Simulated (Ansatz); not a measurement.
# GaN: a point defect seen from the nuclei (Se on an N site), part 1 of 2

Wanted: the field gradients around Se on an N site in GaN, cell charge +1, before and after the neighbours move. The cell is a supercell built from a COD entry (the entry's cell lengths or inner coordinates differ somewhat from later room-temperature determinations). Planned: a single point, then a relaxation.

The COD entry's cell or inner coordinates are ideal or old and differ from later refinements, so a difference from it is no clean test against experiment.

Program: Ansatz 0.2.0. Level of theory: DFT, PBE, plane-wave PAW, default files, scalar-relativistic. These are calculated values, not measurements.

1 further run of the same task is left out (it didn't finish).

### Step 1. Starting point

Symmetry: P3m1, No. 156, trigonal system. Conventional cell: a = 6.360 Å, b = 6.360 Å, c = 10.332 Å, α = 90.00°, β = 90.00°, γ = 120.00°. Ga (site symmetry 3m) is surrounded by 1 Se at 1.94 Å and 3 N at 1.95 Å. Ga (site symmetry 3m) has 4 N at 1.94 to 1.95 Å as nearest neighbours. Around Ga (site symmetry m) lie 4 N at 1.94 to 1.95 Å. Around Ga (site symmetry m) lie 3 N at 1.94 to 1.95 Å and 1 Se at 1.95 Å. Only part of the 16 independent sites is listed.

Coordinates:

```
CELL_PARAMETERS angstrom
6.36000 0.00000 0.00000
-3.18000 5.50792 0.00000
0.00000 0.00000 10.33200
ATOMIC_POSITIONS crystal
Ga 0.16667 0.33333 0.00000
Ga 0.16667 0.33333 0.50000
Ga 0.16667 0.83333 0.00000
Ga 0.16667 0.83333 0.50000
Ga 0.66667 0.33333 0.00000
Ga 0.66667 0.33333 0.50000
Ga 0.66667 0.83333 0.00000
Ga 0.66667 0.83333 0.50000
Ga 0.33333 0.16667 0.25000
Ga 0.33333 0.16667 0.75000
Ga 0.33333 0.66667 0.25000
Ga 0.33333 0.66667 0.75000
Ga 0.83333 0.16667 0.25000
Ga 0.83333 0.16667 0.75000
Ga 0.83333 0.66667 0.25000
Ga 0.83333 0.66667 0.75000
Se 0.16667 0.33333 0.18750
N 0.16667 0.33333 0.68750
N 0.16667 0.83333 0.18750
N 0.16667 0.83333 0.68750
N 0.66667 0.33333 0.18750
N 0.66667 0.33333 0.68750
N 0.66667 0.83333 0.18750
N 0.66667 0.83333 0.68750
N 0.33333 0.16667 0.43750
N 0.33333 0.16667 0.93750
N 0.33333 0.66667 0.43750
N 0.33333 0.66667 0.93750
N 0.83333 0.16667 0.43750
N 0.83333 0.16667 0.93750
N 0.83333 0.66667 0.43750
N 0.83333 0.66667 0.93750
```

Atom 17 of the input is the impurity.

### Step 2. First run, atoms as given

Input file input.yaml:

```yaml
crystal:
  lattice:
    - [6.36, 0.0, 0.0]
    - [-3.18, 5.507921568, 0.0]
    - [0.0, 0.0, 10.332]
  atoms:
    - { symbol: Ga, position: [0.1666666666, 0.3333333334, 0.0] }
    - { symbol: Ga, position: [0.1666666666, 0.3333333334, 0.5] }
    - { symbol: Ga, position: [0.1666666666, 0.8333333334, 0.0] }
    - { symbol: Ga, position: [0.1666666666, 0.8333333334, 0.5] }
    - { symbol: Ga, position: [0.6666666666, 0.3333333334, 0.0] }
    - { symbol: Ga, position: [0.6666666666, 0.3333333334, 0.5] }
    - { symbol: Ga, position: [0.6666666666, 0.8333333334, 0.0] }
    - { symbol: Ga, position: [0.6666666666, 0.8333333334, 0.5] }
    - { symbol: Ga, position: [0.3333333334, 0.1666666666, 0.25] }
    - { symbol: Ga, position: [0.3333333334, 0.1666666666, 0.75] }
    - { symbol: Ga, position: [0.3333333334, 0.6666666666, 0.25] }
    - { symbol: Ga, position: [0.3333333334, 0.6666666666, 0.75] }
    - { symbol: Ga, position: [0.8333333334, 0.1666666666, 0.25] }
    - { symbol: Ga, position: [0.8333333334, 0.1666666666, 0.75] }
    - { symbol: Ga, position: [0.8333333334, 0.6666666666, 0.25] }
    - { symbol: Ga, position: [0.8333333334, 0.6666666666, 0.75] }
    - { symbol: Se, position: [0.1666666666, 0.3333333334, 0.1875] }
    - { symbol: "N", position: [0.1666666666, 0.3333333334, 0.6875] }
    - { symbol: "N", position: [0.1666666666, 0.8333333334, 0.1875] }
    - { symbol: "N", position: [0.1666666666, 0.8333333334, 0.6875] }
    - { symbol: "N", position: [0.6666666666, 0.3333333334, 0.1875] }
    - { symbol: "N", position: [0.6666666666, 0.3333333334, 0.6875] }
    - { symbol: "N", position: [0.6666666666, 0.8333333334, 0.1875] }
    - { symbol: "N", position: [0.6666666666, 0.8333333334, 0.6875] }
    - { symbol: "N", position: [0.3333333334, 0.1666666666, 0.4375] }
    - { symbol: "N", position: [0.3333333334, 0.1666666666, 0.9375] }
    - { symbol: "N", position: [0.3333333334, 0.6666666666, 0.4375] }
    - { symbol: "N", position: [0.3333333334, 0.6666666666, 0.9375] }
    - { symbol: "N", position: [0.8333333334, 0.1666666666, 0.4375] }
    - { symbol: "N", position: [0.8333333334, 0.1666666666, 0.9375] }
    - { symbol: "N", position: [0.8333333334, 0.6666666666, 0.4375] }
    - { symbol: "N", position: [0.8333333334, 0.6666666666, 0.9375] }
total_charge: 1
kpoints:
  mp_grid: { grid: [4, 4, 2] }
scf:
  occupations: { method: fermi_dirac, width: 0.01 }
hamiltonian:
  xc: pbe
  pseudopotentials: { kind: paw }
output:
  forces: true
  stress: true
  populations: true
  efg:
    quadrupole_moments_barn: { Ga: 0.107, "N": 0.02044 }
    contact_densities: true
```

Launch:

```console
$ ansatz run input.yaml --threads 1 --pin off --max-ram 3072MiB --backend cpu --events-out ev --progress --plain --runs-dir out
```

The log of the run:

```text
Warning: RAYON_NUM_THREADS=1 ignored (pool sized by the plan → 1); use --threads N
Engine: ansatz 0.2.0, x86_64-unknown-linux-gnu
Pseudopotentials: kind: paw
Pseudopotential: Ga, paw, valence charge 13, recommended cutoff 420 eV (normal), Ga.paw.azcp
Pseudopotential: Se, paw, valence charge 16, recommended cutoff 420 eV (normal), Se.paw.azcp
Pseudopotential: N, paw, valence charge 5, recommended cutoff 420 eV (normal), N.paw.azcp
Functional definition: PBE
  parameter kappa = 0.804
  parameter beta = 0.06672455060314922
  exchange = pbe_x(kappa = kappa, mu = beta*pi^2/3)
  correlation = pbe_c(beta = beta)
Crystal: 32 atoms, lattice volume = 361.934 Å³
Basis set: ecut = 420 eV, 7067 PW (Γ), exchange–correlation on 90×90×144 points (8 copies of the dense FFT grid, shifted against one another)
Bands: 181, of which v1, the nominal top of the filled ones, is band 149 counted from 1 (148 counted from 0)
Symmetry: 6 space group operations
Space group: P3m1 (ITA 156), of the structure as read, at distance tolerance 7.1e-5 Å
k-points: 8 of 32 (time reversal used)
Non-local potential: Ga, projectors of the file, l = 0: 2, l = 1: 2, l = 2: 3, l = 3: 1
Non-local potential: Se, projectors of the file, l = 0: 2, l = 1: 2, l = 2: 3, l = 3: 1
Non-local potential: N, projectors of the file, l = 0: 2, l = 1: 2, l = 2: 1
PAW form: soft (Blöchl's): semilocal exchange-correlation on the pseudo side does not see the compensation charge
PAW one-centre angular grid: Ga, 590 points (default); XC on 64 Gauss nodes
PAW one-centre angular grid: Se, 590 points (default); XC on 64 Gauss nodes
PAW one-centre angular grid: N, 110 points (default); XC on 64 Gauss nodes
Initial density: superposition of atomic densities (neutral atoms scaled as one to the charged cell's electrons: chi_scale 0, normalization atom), corrected by the library's trained network
Initial wavefunctions: pseudopotential atomic-orbital guess
Functional: x = pbe(κ = 0.804, μ = 0.2195149727645171), c = pbe(β = 0.06672455060314922)
SCF iter   1: F=—  HF=-71773.915899 eV  |F-HF|=—  |Δ(HF+E_count)|=         —  Δρ=1.50e-2  dr2=4.74e-1  ethr=1.77e-3  ⟨swp⟩=6.4  Hψ=6105  notcnv=0  defer=16
preconditioner: auto → Resta (q_TF=auto, 2.641 Å⁻¹)  ε∞=4.8  [insulator: Δε(μ)=2.095 eV  Ē_g=16.948 eV  σ=0.010 eV  W_gap=1.00  n_scr=110 (ndim 8)  ℏωp=33.1 eV  f_vac=0.007  D(μ)=0.00/eV (n_scr^D=0)  ε∞_Penn≈4.8]
SCF iter   2: F=—  HF=-71773.738311 eV  |F-HF|=—  |Δ(HF+E_count)|=   1.78e-1  Δρ=4.95e-3  dr2=6.94e-2  ethr=1.59e-4  ⟨swp⟩=2.0  Hψ=2694  notcnv=0  defer=206
SCF iter   3: F=—  HF=-71773.701969 eV  |F-HF|=—  |Δ(HF+E_count)|=   3.63e-2  Δρ=2.31e-3  dr2=1.93e-2  ethr=2.33e-5  ⟨swp⟩=2.0  Hψ=2444  notcnv=0  defer=206
SCF iter   4: F=—  HF=-71773.697978 eV  |F-HF|=—  |Δ(HF+E_count)|=   3.99e-3  Δρ=8.07e-4  dr2=1.53e-3  ethr=6.48e-6  ⟨swp⟩=2.1  Hψ=2446  notcnv=0  defer=206
SCF iter   5: F=—  HF=-71773.699462 eV  |F-HF|=—  |Δ(HF+E_count)|=   1.48e-3  Δρ=3.12e-4  dr2=2.80e-4  ethr=5.13e-7  ⟨swp⟩=2.0  Hψ=2444  notcnv=0  defer=206
SCF iter   6: F=—  HF=-71773.699412 eV  |F-HF|=—  |Δ(HF+E_count)|=   5.04e-5  Δρ=6.88e-5  dr2=1.86e-5  ethr=9.39e-8  ⟨swp⟩=2.0  Hψ=2434  notcnv=0  defer=206
SCF iter   7: F=—  HF=-71773.699388 eV  |F-HF|=—  |Δ(HF+E_count)|=   2.44e-5  Δρ=4.71e-5  dr2=7.01e-6  ethr=6.25e-9  ⟨swp⟩=2.0  Hψ=2394  notcnv=0  defer=206
SCF iter   8: F=—  HF=-71773.699387 eV  |F-HF|=—  |Δ(HF+E_count)|=   1.03e-6  Δρ=1.06e-5  dr2=3.65e-7  ethr=2.35e-9  ⟨swp⟩=2.0  Hψ=2394  notcnv=0  defer=206
SCF iter   9: F=-71773.699387 eV  HF=-71773.699387 eV  |F-HF|=1.78e-8  |Δ(HF+E_count)|=   3.35e-7  Δρ=5.10e-6  dr2=7.86e-8  ethr=3.36e-11  ⟨swp⟩=10.2  Hψ=7238  notcnv=0
SCF 1 converged in 9 iterations: F = -71773.699387 eV  dr2 = 7.86e-8
SCF converged after 9 iterations
Free energy (F): -71773.699387 eV
Harris-Foulkes:  -71773.699387 eV  (|F-HF|=1.78e-8)
Internal energy: -71773.699387 eV  (E = F + TS)
E sigma→0 (E₀):  -71773.699387 eV
Fermi energy:    11.659732 eV
--- Per-component energies (eV) ---
  E_band       = -295.494205
  E_kinetic    = 3964.955812
  E_local      = -33547.243773  (includes V_loc(G=0)·N_el)
  E_nonlocal   = 6937.522691
  E_hartree    = 15628.503077
  E_xc         = -2112.968289
  E_vxc        = -2178.421774  (∫ρ·V_xc dr)
  E_paw        = -35692.879310  (= ΣΔE_a)
  E_vpaw       = -6729.315091  (= ΣTr[D̂ρ^β])
  E_aug_tail   = -0.000247  (compensation charges beyond the density's cutoff)
  E_ewald      = -26951.589348
  E_smearing   = -0.000000  (= −TS)
  E_closure    = -0.000000  (closes the sum)
  E_deformation_potential = 18.788521  (in the stress; not in F)
  Σ components = -71773.699387   (vs F -71773.699387, Δ=0.00e0)
--- Forces (eV/Å), atoms counted from 1 ---
  atom   1  Ga    -0.00000000     0.00000000   -12.24227132
  atom   2  Ga     0.00000000     0.00000000     0.70283834
  atom   3  Ga    -0.09982943    -0.05763655    -0.67728985
  atom   4  Ga    -0.13939284    -0.08047850     0.17898732
  atom   5  Ga    -0.00000000     0.11527309    -0.67728985
  atom   6  Ga     0.00000000     0.16095699     0.17898732
  atom   7  Ga     0.09982943    -0.05763655    -0.67728985
  atom   8  Ga     0.13939284    -0.08047850     0.17898732
  atom   9  Ga     9.38672663    -5.41942914     4.02931075
  atom  10  Ga    -0.00165805     0.00095727    -0.45236575
  atom  11  Ga     0.00000000    10.83885829     4.02931075
  atom  12  Ga    -0.00000000    -0.00191455    -0.45236575
  atom  13  Ga    -9.38672663    -5.41942914     4.02931075
  atom  14  Ga     0.00165805     0.00095727    -0.45236575
  atom  15  Ga     0.00000000    -0.00000000     0.38795328
  atom  16  Ga    -0.00000000    -0.00000000    -0.34792997
  atom  17  Se     0.00000000     0.00000000     0.29283509
  atom  18  N     -0.00000000     0.00000000     0.12120242
  atom  19  N      0.08425641     0.04864546     0.17884013
  atom  20  N      0.04287110     0.02475164     0.14656032
  atom  21  N      0.00000000    -0.09729092     0.17884013
  atom  22  N      0.00000000    -0.04950328     0.14656032
  atom  23  N     -0.08425641     0.04864546     0.17884013
  atom  24  N     -0.04287110     0.02475164     0.14656032
  atom  25  N     -0.06159074     0.03555943    -0.34763559
  atom  26  N     -0.12293540     0.07097679     0.53831152
  atom  27  N     -0.00000000    -0.07111886    -0.34763559
  atom  28  N      0.00000000    -0.14195358     0.53831152
  atom  29  N      0.06159074     0.03555943    -0.34763559
  atom  30  N      0.12293540     0.07097679     0.53831152
  atom  31  N     -0.00000000    -0.00000000    -0.15761288
  atom  32  N      0.00000000    -0.00000000     0.45880614
  max |Σ_I F_I| component: 2.24e-5 eV/Å
--- Stress (GPa, compression-positive) ---
       21.180221       0.000000       0.000000
        0.000000      21.180221       0.000000
        0.000000       0.000000      23.900020
  P = ⅓ Tr σ = 22.0868 GPa (220.868 kbar)
--- PAW observables at the nuclei: V_zz in 10²¹ V/m², potentials from the cell's mean, atoms counted from 1 ---
  atom   1  Ga V_zz =    -2.142916   η = 0.0000   by run symmetry: allowed   C_q = -5.5443 MHz
            electrostatic potential = -4134.505336 V   contact ρ = 187407.377377 e/Å³
  atom   2  Ga V_zz =    -1.022547   η = 0.0000   by run symmetry: allowed   C_q = -2.6456 MHz
            electrostatic potential = -4135.621098 V   contact ρ = 187399.145629 e/Å³
  atom   3  Ga V_zz =    +0.684588   η = 0.5829   by run symmetry: allowed   C_q = +1.7712 MHz
            electrostatic potential = -4135.526412 V   contact ρ = 187398.948918 e/Å³
  atom   4  Ga V_zz =    -0.956768   η = 0.4584   by run symmetry: allowed   C_q = -2.4754 MHz
            electrostatic potential = -4135.695915 V   contact ρ = 187398.545944 e/Å³
  atom   5  Ga V_zz =    +0.684588   η = 0.5829   by run symmetry: allowed   C_q = +1.7712 MHz
            electrostatic potential = -4135.526412 V   contact ρ = 187398.948917 e/Å³
  atom   6  Ga V_zz =    -0.956768   η = 0.4584   by run symmetry: allowed   C_q = -2.4754 MHz
            electrostatic potential = -4135.695915 V   contact ρ = 187398.545945 e/Å³
  atom   7  Ga V_zz =    +0.684588   η = 0.5829   by run symmetry: allowed   C_q = +1.7712 MHz
            electrostatic potential = -4135.526412 V   contact ρ = 187398.948918 e/Å³
  atom   8  Ga V_zz =    -0.956768   η = 0.4584   by run symmetry: allowed   C_q = -2.4754 MHz
            electrostatic potential = -4135.695915 V   contact ρ = 187398.545944 e/Å³
  atom   9  Ga V_zz =    -2.371204   η = 0.7545   by run symmetry: allowed   C_q = -6.1349 MHz
            electrostatic potential = -4134.329453 V   contact ρ = 187407.017432 e/Å³
  atom  10  Ga V_zz =    +0.749380   η = 0.0460   by run symmetry: allowed   C_q = +1.9388 MHz
            electrostatic potential = -4135.839528 V   contact ρ = 187398.629648 e/Å³
  atom  11  Ga V_zz =    -2.371204   η = 0.7545   by run symmetry: allowed   C_q = -6.1349 MHz
            electrostatic potential = -4134.329453 V   contact ρ = 187407.017430 e/Å³
  atom  12  Ga V_zz =    +0.749380   η = 0.0460   by run symmetry: allowed   C_q = +1.9388 MHz
            electrostatic potential = -4135.839528 V   contact ρ = 187398.629647 e/Å³
  atom  13  Ga V_zz =    -2.371204   η = 0.7545   by run symmetry: allowed   C_q = -6.1349 MHz
            electrostatic potential = -4134.329453 V   contact ρ = 187407.017432 e/Å³
  atom  14  Ga V_zz =    +0.749380   η = 0.0460   by run symmetry: allowed   C_q = +1.9388 MHz
            electrostatic potential = -4135.839528 V   contact ρ = 187398.629648 e/Å³
  atom  15  Ga V_zz =    -1.467372   η = 0.0000   by run symmetry: allowed   C_q = -3.7965 MHz
            electrostatic potential = -4135.333948 V   contact ρ = 187399.053835 e/Å³
  atom  16  Ga V_zz =    +0.311154   η = 0.0000   by run symmetry: allowed   C_q = +0.8050 MHz
            electrostatic potential = -4135.884510 V   contact ρ = 187398.637385 e/Å³
  atom  17  Se V_zz =    -1.217746   η = 0.0000   by run symmetry: allowed
            electrostatic potential = -4711.944668 V   contact ρ = 262863.647863 e/Å³
  atom  18  N  V_zz =    +0.404955   η = 0.0000   by run symmetry: allowed   C_q = +0.2001 MHz
            electrostatic potential = -519.209730 V   contact ρ = 1413.824085 e/Å³
  atom  19  N  V_zz =    +0.870803   η = 0.5680   by run symmetry: allowed   C_q = +0.4304 MHz
            electrostatic potential = -518.521154 V   contact ρ = 1413.861043 e/Å³
  atom  20  N  V_zz =    +0.375839   η = 0.1611   by run symmetry: allowed   C_q = +0.1858 MHz
            electrostatic potential = -519.224183 V   contact ρ = 1413.833907 e/Å³
  atom  21  N  V_zz =    +0.870803   η = 0.5680   by run symmetry: allowed   C_q = +0.4304 MHz
            electrostatic potential = -518.521154 V   contact ρ = 1413.861043 e/Å³
  atom  22  N  V_zz =    +0.375839   η = 0.1611   by run symmetry: allowed   C_q = +0.1858 MHz
            electrostatic potential = -519.224183 V   contact ρ = 1413.833907 e/Å³
  atom  23  N  V_zz =    +0.870803   η = 0.5680   by run symmetry: allowed   C_q = +0.4304 MHz
            electrostatic potential = -518.521154 V   contact ρ = 1413.861043 e/Å³
  atom  24  N  V_zz =    +0.375839   η = 0.1611   by run symmetry: allowed   C_q = +0.1858 MHz
            electrostatic potential = -519.224183 V   contact ρ = 1413.833907 e/Å³
  atom  25  N  V_zz =    +0.797541   η = 0.3418   by run symmetry: allowed   C_q = +0.3942 MHz
            electrostatic potential = -518.876488 V   contact ρ = 1413.895893 e/Å³
  atom  26  N  V_zz =    +0.549798   η = 0.1890   by run symmetry: allowed   C_q = +0.2717 MHz
            electrostatic potential = -518.872076 V   contact ρ = 1413.881700 e/Å³
  atom  27  N  V_zz =    +0.797541   η = 0.3418   by run symmetry: allowed   C_q = +0.3942 MHz
            electrostatic potential = -518.876488 V   contact ρ = 1413.895893 e/Å³
  atom  28  N  V_zz =    +0.549798   η = 0.1890   by run symmetry: allowed   C_q = +0.2717 MHz
            electrostatic potential = -518.872076 V   contact ρ = 1413.881700 e/Å³
  atom  29  N  V_zz =    +0.797541   η = 0.3418   by run symmetry: allowed   C_q = +0.3942 MHz
            electrostatic potential = -518.876488 V   contact ρ = 1413.895893 e/Å³
  atom  30  N  V_zz =    +0.549798   η = 0.1890   by run symmetry: allowed   C_q = +0.2717 MHz
            electrostatic potential = -518.872076 V   contact ρ = 1413.881700 e/Å³
  atom  31  N  V_zz =    +0.267053   η = 0.0000   by run symmetry: allowed   C_q = +0.1320 MHz
            electrostatic potential = -519.052830 V   contact ρ = 1413.852213 e/Å³
  atom  32  N  V_zz =    -0.062232   η = 0.0000   by run symmetry: allowed   C_q = -0.0308 MHz
            electrostatic potential = -519.033170 V   contact ρ = 1413.868440 e/Å³
--- Band table (eV; the first three rows and the last of 8) ---
[... 4 lines left out ...]
--- Löwdin populations: 32 sites ---
  site symbol       q [e]
     0     Ga     12.3533
     1     Ga     12.2214
     2     Ga     12.2198
     3     Ga     12.1972
     4     Ga     12.2198
     5     Ga     12.1972
     6     Ga     12.2198
     7     Ga     12.1972
     8     Ga     12.3359
     9     Ga     12.2008
    10     Ga     12.3359
    11     Ga     12.2008
    12     Ga     12.3359
    13     Ga     12.2008
    14     Ga     12.2206
    15     Ga     12.2006
    16     Se     15.6715
    17      N      5.7205
    18      N      5.7244
    19      N      5.7203
    20      N      5.7244
    21      N      5.7203
    22      N      5.7244
    23      N      5.7203
    24      N      5.7221
    25      N      5.7201
    26      N      5.7221
    27      N      5.7201
    28      N      5.7221
    29      N      5.7201
    30      N      5.7243
    31      N      5.7213
  spilling = 0.002164 (of n_electrons = 298.000000)
```

It took 70 s on 1 thread of Intel Xeon Platinum 8488C (Sapphire Rapids), shared host; peak memory 0.99 GiB.

At the end: gap on the mesh 2.02 eV, largest force 12.242 eV/Å, pressure 22.1 GPa.

The printed gradients, by site: 11 of 16, those nearest the defect, the farthest of each element and the two largest gradients.

```csv
site,atoms,distance from the defect (Å),V_zz (10²¹ V/m²),η,C_Q (MHz)
Se,17,0.00,-1.22,0.00,–
Ga1,1,1.94,-2.14,0.00,-5.54 (⁷¹Ga)
Ga9,"9, 11, 13",1.95,-2.37,0.75,-6.13 (⁷¹Ga)
N25,"25, 27, 29",3.17,0.80,0.34,0.394 (¹⁴N)
N26,"26, 28, 30",3.17,0.55,0.19,0.272 (¹⁴N)
N19,"19, 21, 23",3.18,0.87,0.57,0.430 (¹⁴N)
Ga2,2,3.23,-1.02,0.00,-2.65 (⁷¹Ga)
Ga3,"3, 5, 7",3.72,0.68,0.58,1.77 (⁷¹Ga)
Ga15,15,3.73,-1.47,0.00,-3.80 (⁷¹Ga)
Ga16,16,5.82,0.31,0.00,0.805 (⁷¹Ga)
N20,"20, 22, 24",6.07,0.38,0.16,0.186 (¹⁴N)
```

C_Q = eQV_zz/h, which is 24.18 MHz for Q = 1 b and V_zz = 10²¹ V/m²; η = (V_xx − V_yy)/V_zz. Nuclear quadrupole moments: year-2017 set (Pyykkö). A dash under C_Q marks elements without a common quadrupolar isotope.

Direction of the V_zz axis (Cartesian unit vector):

```csv
site,atom,x,y,z
Ga1,1,0.00,0.00,1.00
Ga2,2,0.00,0.00,1.00
Ga3,3,-0.18,-0.10,0.98
Ga4,4,0.16,0.09,0.98
Ga9,9,0.73,-0.42,0.53
Ga10,10,0.04,-0.02,1.00
Ga15,15,0.00,0.00,1.00
Ga16,16,0.00,0.00,1.00
Se,17,0.00,0.00,1.00
N18,18,0.00,0.00,1.00
```

(Continued in part 2 of 2.)
